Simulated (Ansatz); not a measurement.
# Al3BAs4: the cost of one run

Computed with Ansatz 0.2.0 (DFT PBE, scalar-relativistic, plane waves, PAW, unless a step's input says otherwise).

## Step 1: The structure to begin with

The structure is orthorhombic, space group Pmm2 (No. 25). Conventional cell: a = 3.758 Å, b = 7.515 Å, c = 5.314 Å, α = 90.00°, β = 90.00°, γ = 90.00°. Al (site symmetry mm2) is surrounded by 4 As at 2.30 Å. Around Al (site symmetry m) lie 4 As at 2.30 Å. B (site symmetry mm2) is surrounded by 4 As at 2.30 Å. As (site symmetry m) is surrounded by 3 Al at 2.30 Å and 1 B at 2.30 Å. As (site symmetry mm2) has 4 Al at 2.30 Å as nearest neighbours. Around As (site symmetry mm2) lie 2 Al at 2.30 Å and 2 B at 2.30 Å.

As a file:

```cif
data_structure
_symmetry_space_group_name_H-M 'Pmm2'
_symmetry_Int_Tables_number 25
_cell_length_a 3.7575
_cell_length_b 7.5151
_cell_length_c 5.3140
_cell_angle_alpha 90.000
_cell_angle_beta 90.000
_cell_angle_gamma 90.000
_cell_volume 150.06
loop_
_atom_site_label
_atom_site_type_symbol
_atom_site_symmetry_multiplicity
_atom_site_Wyckoff_symbol
_atom_site_fract_x
_atom_site_fract_y
_atom_site_fract_z
_atom_site_occupancy
Al1 Al 1 a 0.00000 0.00000 0.00000 1
Al2 Al 2 h 0.50000 0.75000 0.50000 1
B1 B 1 b 0.00000 0.50000 0.00000 1
As1 As 2 g 0.00000 0.25000 0.25000 1
As2 As 1 c 0.50000 0.00000 0.75000 1
As3 As 1 d 0.50000 0.50000 0.75000 1
```

The start is an ordering of an alloy on its end members' structure types: elements ordered on the sites of the AlAs type, B/Al on Al (Pmm2, No. 25).

## Step 2: A first look at the guess

Contents of input.yaml:

```yaml
crystal:
  lattice:
    - [3.75754675, 0.0, 0.0]
    - [0.0, 7.51509349, 0.0]
    - [0.0, 0.0, 5.31397357]
  atoms:
    - { symbol: Al, position: [0.0, 0.0, 0.0] }
    - { symbol: Al, position: [0.5, 0.75, 0.5] }
    - { symbol: Al, position: [0.5, 0.25, 0.5] }
    - { symbol: B, position: [0.0, 0.5, 0.0] }
    - { symbol: As, position: [0.0, 0.25, 0.25] }
    - { symbol: As, position: [0.0, 0.75, 0.25] }
    - { symbol: As, position: [0.5, 0.0, 0.75] }
    - { symbol: As, position: [0.5, 0.5, 0.75] }
basis:
  ecutwfc: 420
kpoints:
  mp_grid: { grid: [4, 2, 4] }
hamiltonian:
  xc: pbe
scf:
  occupations: { method: gaussian, width: 0.1 }
  lower_state_search: "off"
output:
  forces: true
  stress: true
  eigenvalues: true
```

Started as:

```
$ ansatz run input.yaml --threads 1 --pin off --max-ram 2560MiB --backend cpu --events-out ev --progress --plain --runs-dir out
```

**Question.** How long does this run take on 1 thread of Arm Neoverse V1, shared host, and how much memory does it need?

About 9.5 s, with a peak of 0.37 GiB.
